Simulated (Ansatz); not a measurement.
Cu2BrCl:

```
Br Cu Cl
1.0
     1.85551    1.07128    6.04751
    -1.85551    1.07128    6.04751
     0.00000   -2.14256    6.04751
Br Cu Cl
1 2 1
Direct
  0.00000 0.00000 0.00000
  0.75160 0.75160 0.75160
  0.24840 0.24840 0.24840
  0.50000 0.50000 0.50000
```

The cell comes from a database or a generator and needn't be the stable form of this composition.

Base run:

* Program: Ansatz 0.2.0
* Functional: PBE
* Potentials or basis: Ansatz PAW
* Cutoff: 420 eV
* Density cutoff: 1680 eV
* k mesh: 8 × 8 × 8
* Occupations: fermi-dirac, width 0.05 eV
* Spin: no spin polarisation
* Hubbard terms: Cu d U = 3 eV

Its results: band gap on the k mesh 1.00 eV, direct; pressure 2.0 GPa; largest force 0.121 eV/Å.

**Question.** The run is repeated on the same cell with these changes: hubbard terms from Cu d U = 3 eV to none; hubbard projectors from ortho-atomic (the default) to none. What comes out?

**Answer.** Band gap on the k mesh 0.20 eV, direct; pressure 1.1 GPa; largest force 0.112 eV/Å.

The U term pushes filled and empty states of the shell apart.

Caveats: the density of states is complete only up to the lowest level of the last band computed.

A k mesh can miss the band edges.

Not every run made on this cell is shown here.
